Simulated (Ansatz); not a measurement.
# CH3BrSSn: small, medium and large basis sets

An exercise on one series of results from a longer session: the logs are not shown, and one member is left open.

Program: Ansatz 0.2.0, Gaussian basis. Level of theory: one geometry, several basis sets. These are calculated values, not measurements.

Plan: PBE0-D4/def2-SVP; ωB97M-V/def2-SVP; PBE0-D4/def2-QZVPP; ωB97M-V/def2-QZVPP; the functionals' def2-TZVPP values are taken from earlier runs.

### Structure used throughout

All runs share one geometry, relaxed beforehand with PBE0-D4 in a triple-zeta def2 set. Sn takes the def2 core potential; no spin-orbit term is included.

SMILES `C[S][Sn][Br]`, 7 atoms, charge 0, spin multiplicity 1.

Atoms are counted from 1 here; the program's logs count them from 0.

Bond lengths: C1–S2 1.811 Å, C1–H5 1.089 Å, C1–H6 1.090 Å, C1–H7 1.090 Å, S2–Sn3 2.410 Å, Sn3–Br4 2.541 Å. Angles: S2–C1–H5 111.3°, S2–C1–H6 108.4°, S2–C1–H7 108.3°, H5–C1–H6 109.7°, H5–C1–H7 109.7°, H6–C1–H7 109.4°, C1–S2–Sn3 111.1°, S2–Sn3–Br4 100.4°.

Set-up of the first run:

Contents of in.yaml:

```yaml
crystal:
  periodic: [false, false, false]
  atoms:
    - {symbol: C, position_ang: [0.313635, 0.939400, -0.043718]}
    - {symbol: S, position_ang: [0.165716, -0.137039, -1.492203]}
    - {symbol: Sn, position_ang: [-0.611636, -2.330351, -0.865610]}
    - {symbol: Br, position_ang: [-0.848406, -2.031953, 1.646558]}
    - {symbol: H, position_ang: [0.049885, 0.410076, 0.870992]}
    - {symbol: H, position_ang: [-0.351219, 1.791877, -0.179594]}
    - {symbol: H, position_ang: [1.343427, 1.290091, 0.017877]}
basis:
  gaussian: {orbitals: def2-SVP}
hamiltonian: {xc: pbe0, dispersion: d4}
output: {orbitals: {seedname: orbitals}}
```

Run with:

```sh
$ ansatz run in.yaml --threads 4 --pin off --events-out ev --progress --plain --max-ram 10444MiB
```

Among the steps run: PBE0-D4 in def2-SVP; ωB97M-V in def2-SVP; PBE0-D4 in def2-QZVPP; ωB97M-V in def2-QZVPP.

One table of the session follows, with a row left open; its other results are not shown here.

It belongs to the step «Density functionals: the series». 

```
functional       basis  HOMO (eV)  LUMO (eV)
   PBE0-D4    def2-SVP      -7.13      -2.57
   PBE0-D4  def2-TZVPP      -7.19      -2.64
   PBE0-D4  def2-QZVPP      -7.20      -2.66
   ωB97M-V    def2-SVP      -9.09      -0.82
   ωB97M-V  def2-TZVPP      -9.19      -0.95
   ωB97M-V  def2-QZVPP          ?          ?
```

Q: Estimate the row for ωB97M-V, def2-QZVPP from the others.

**Answer.** HOMO (eV): -9.21; LUMO (eV): -0.98. In the column «HOMO (eV)» it is the lowest.
